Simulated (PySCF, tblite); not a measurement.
**C₅H₁₆BN: infrared bands and NMR shifts**

Aim: predict the infrared bands and NMR shifts of C₅H₁₆BN (`CC(C)(C)C[BH2-][NH3+]`).

Programs: tblite 0.8.0 and PySCF 2.14.0, with density-fitted response routines of our own. Each step states its level of theory. These are calculated values for one molecule in the gas phase, unless marked as measured. Atoms count from 0, in the outputs and in this text.

### Step 1. Starting geometry

23 atoms, charge 0, multiplicity 1; geometry from: GFN2-xTB.

Bonds of the start (Å): C0–C1 1.53, C1–C2 1.53, C1–C3 1.53, C1–C4 1.54, C4–B5 1.63, B5–N6 1.66, C0–H7 1.09, C0–H8 1.09, C0–H9 1.09, C2–H10 1.09, C2–H11 1.09, C2–H12 1.09, C3–H13 1.09, C3–H14 1.09, C3–H15 1.09, C4–H16 1.10, C4–H17 1.09, B5–H18 1.19, B5–H19 1.19, N6–H20 1.01, N6–H21 1.01, N6–H22 1.01.

### Step 2. Infrared spectrum with GFN2-xTB

The job: settings as JSON, then the geometry in Å.

```
{"job": {"kind": "ir", "xc": "GFN2-xTB", "basis": "xTB"}, "charge": 0, "multiplicity": 1}
C     -1.578579    -0.292601    -1.208368
C     -0.827622    -0.242968     0.123088
C     -0.746513     1.214313     0.590603
C     -1.622747    -1.040714     1.164721
C      0.570832    -0.867755    -0.036682
B      1.692278    -0.085087    -0.928279
N      2.458213     0.944025     0.122111
H     -2.541418     0.210182    -1.129438
H     -0.995017     0.189064    -1.986785
H     -1.752883    -1.323806    -1.506132
H     -0.202313     1.291245     1.532644
H     -0.266851     1.829455    -0.167062
H     -1.746456     1.613410     0.756105
H     -2.640709    -0.662487     1.250426
H     -1.671425    -2.090177     0.882092
H     -1.151751    -0.974510     2.144647
H      0.970860    -1.042878     0.969895
H      0.419863    -1.862945    -0.460190
H      1.272455     0.612737    -1.797521
H      2.552846    -0.817723    -1.311464
H      3.161591     1.483441    -0.368819
H      1.752229     1.553652     0.521277
H      2.888364     0.389113     0.853209
```

**Question.** This job is followed by: GIAO PBE0/pcSseg-1 NMR shielding, non-relativistic, gas phase. What will the session give for the following? strongest single infrared mode (GFN2-xTB); zero-point energy (GFN2-xTB); 13C shifts against TMS (PBE0/pcSseg-1, means over atoms taken as alike); 1H shifts against TMS (PBE0/pcSseg-1, means over atoms taken as alike); 11B shifts against BF3·OEt2 (PBE0/pcSseg-1); 15N shifts against NH3 (PBE0/pcSseg-1).

**Answer**, as computed:

| quantity | value |
| --- | --- |
| strongest single infrared mode (GFN2-xTB) | 2432 cm⁻¹, 300 km/mol |
| zero-point energy (GFN2-xTB) | 131.2 kcal/mol |
| 13C shifts against TMS (PBE0/pcSseg-1, means over atoms taken as alike) | 39.6, 33.7, 33.3 ppm |
| 1H shifts against TMS (PBE0/pcSseg-1, means over atoms taken as alike) | 2.84, 2.28, 0.97, 0.40 ppm |
| 11B shifts against BF3·OEt2 (PBE0/pcSseg-1) | -20.0 ppm |
| 15N shifts against NH3 (PBE0/pcSseg-1) | 50.2 ppm |

What this shows: No mode is imaginary among the 63: a minimum at this level. The strongest single mode, at 2432 cm⁻¹, moves mainly H19. Unscaled tight-binding wavenumbers are off by several per cent, some by more. Its intensities can rank the bands wrongly. At PBE0/pcSseg-1: The largest span, 52 ppm, is at C0, C2, C3, where the paramagnetic term is -95 ppm.
